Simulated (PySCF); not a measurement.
**C₆H₇FS: electronic excitations**

Wanted: the electronic excitations of C₆H₇FS (`C=C1SC2(CC2)[C@H]1F`), by calculation.

The runs use PySCF 2.14.0, with density-fitted response routines of our own; the level of theory stands in each step. All values are computed, except where a source is named. Atoms count from 0, in the outputs and in this text.

### 1 Starting geometry

15 atoms, charge 0, multiplicity 1; geometry from: GFN2-xTB.

Bonds of the start (Å): C0–C1 1.32, C1–S2 1.77, S2–C3 1.82, C3–C4 1.49, C4–C5 1.50, C3–C6 1.52, C6–F7 1.38, C6–C1 1.50, C5–C3 1.49, C0–H8 1.08, C0–H9 1.07, C4–H10 1.08, C4–H11 1.08, C5–H12 1.08, C5–H13 1.08, C6–H14 1.10.

### 2 Ultraviolet spectrum: CAM-B3LYP/def2-SVPD

Job settings and geometry (Å):

```
{"job": {"kind": "uv", "xc": "CAM-B3LYP", "basis": "def2-SVPD", "nstates": 8, "ntriplets": 3}, "charge": 0, "multiplicity": 1}
C      2.839189    -0.232787    -0.602133
C      1.544120     0.011754    -0.555416
S      0.366855     0.384055    -1.823067
C     -0.654508     0.164381    -0.330771
C     -1.906559    -0.641114    -0.255633
C     -1.946318     0.844665    -0.029426
C      0.553149     0.032654     0.576753
F      0.554218    -1.096635     1.361909
H      3.384457    -0.471951     0.294635
H      3.382942    -0.215929    -1.529228
H     -2.019018    -1.299525     0.593043
H     -2.314464    -1.030871    -1.175685
H     -2.096916     1.211640     0.975458
H     -2.381104     1.467327    -0.796265
H      0.689544     0.880322     1.262604
```

Method: TDDFT CAM-B3LYP/def2-SVPD, vertical, gas phase, core orbitals frozen in the response.

Run with:

```console
OMP_NUM_THREADS=1 python probes_run.py task.json out
```

One launch serves the whole session: the jobs run in the order shown.

Predict these results of the whole session: lowest singlet (CAM-B3LYP/def2-SVPD); brightest single state of those computed; lowest triplet.

**Answer**, as computed:

| quantity | value |
| --- | --- |
| lowest singlet (CAM-B3LYP/def2-SVPD) | 4.40 eV (282 nm), f = 0.000 |
| brightest single state of those computed | state 2, 5.32 eV, f = 0.149 |
| lowest triplet | 3.67 eV |

What this shows: The first singlet state (HOMO→LUMO+1 0.85) lies at 4.40 eV and is dark; of the 8 states computed, the strongest absorption comes from state 2 at 5.32 eV. The lowest triplet lies 0.72 eV below the lowest singlet (triplets in Tamm-Dancoff, singlets in full TDDFT).
